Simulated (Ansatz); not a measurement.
# CH₃F₂OTa: small, medium and large basis sets

Aim: see how fast density functionals converge with the basis set for CH₃F₂OTa.

Computed with Ansatz 0.2.0, Gaussian basis. Level: one geometry, several basis sets.

Plan: PBE0-D4/def2-SVP; ωB97M-V/def2-SVP; PBE0-D4/def2-QZVPP; ωB97M-V/def2-QZVPP; the functionals' def2-TZVPP values are taken from earlier runs.

## 1. The relaxed structure

An earlier PBE0-D4 in a triple-zeta def2 set relaxation fixed the geometry. Ta takes the def2 core potential; no spin-orbit term is included.

8 atoms, charge 0, spin multiplicity 1.

Atoms are counted from 1 here; the program's logs count them from 0.

Bond lengths: C1–Ta2 2.142 Å, C1–H6 1.095 Å, C1–H7 1.094 Å, C1–H8 1.094 Å, Ta2–O3 1.710 Å, Ta2–F4 1.874 Å, Ta2–F5 1.874 Å. Angles: Ta2–C1–H6 111.2°, Ta2–C1–H7 110.2°, Ta2–C1–H8 110.2°, H6–C1–H7 108.8°, H6–C1–H8 108.8°, H7–C1–H8 107.4°, C1–Ta2–O3 103.4°, C1–Ta2–F4 107.9°, C1–Ta2–F5 107.9°, O3–Ta2–F4 109.8°, O3–Ta2–F5 109.8°, F4–Ta2–F5 117.0°.

Coordinates:

```
atom     x (Å)     y (Å)     z (Å)
  C1  -0.92987  -0.08129   0.59647
 Ta2   0.85484   0.06641  -0.57858
  O3   2.09752  -0.27869   0.54428
  F4   0.79430  -1.27037  -1.89067
  F5   1.00936   1.83677  -1.17376
  H6  -1.82028   0.11785  -0.00895
  H7  -1.01536  -1.08198   1.03116
  H8  -0.89830   0.63410   1.42406
```

## 2. PBE0-D4 in def2-SVP

Input file in.yaml:

```yaml
crystal:
  periodic: [false, false, false]
  atoms:
    - {symbol: C, position_ang: [-0.929874, -0.081286, 0.596465]}
    - {symbol: Ta, position_ang: [0.854835, 0.066409, -0.578582]}
    - {symbol: O, position_ang: [2.097518, -0.278686, 0.544281]}
    - {symbol: F, position_ang: [0.794302, -1.270368, -1.890674]}
    - {symbol: F, position_ang: [1.009360, 1.836771, -1.173765]}
    - {symbol: H, position_ang: [-1.820276, 0.117847, -0.008950]}
    - {symbol: H, position_ang: [-1.015364, -1.081982, 1.031161]}
    - {symbol: H, position_ang: [-0.898302, 0.634097, 1.424065]}
basis:
  gaussian: {orbitals: def2-SVP}
hamiltonian: {xc: pbe0, dispersion: d4}
output: {orbitals: {seedname: orbitals}}
```

On the command line:

```console
$ ansatz run in.yaml --threads 2 --pin off --events-out ev --progress --plain --max-ram 22528MiB --backend cpu
```

After this run come: ωB97M-V in def2-SVP; PBE0-D4 in def2-QZVPP; ωB97M-V in def2-QZVPP.

Q: Predict the results of all the runs planned. Wanted: PBE0-D4: double and triple zeta above quadruple; ωB97M-V: double and triple zeta above quadruple.

**Answer**, as computed:

```
                                       quantity           value
PBE0-D4: double and triple zeta above quadruple  11.46, 0.48 eV
ωB97M-V: double and triple zeta above quadruple  11.74, 0.45 eV
```

In words: For PBE0-D4 the step from double to triple zeta gains 10.98 eV and the next only 0.48 eV. These are total energies; as a rule much of such shifts cancels in differences, which this series doesn't test.
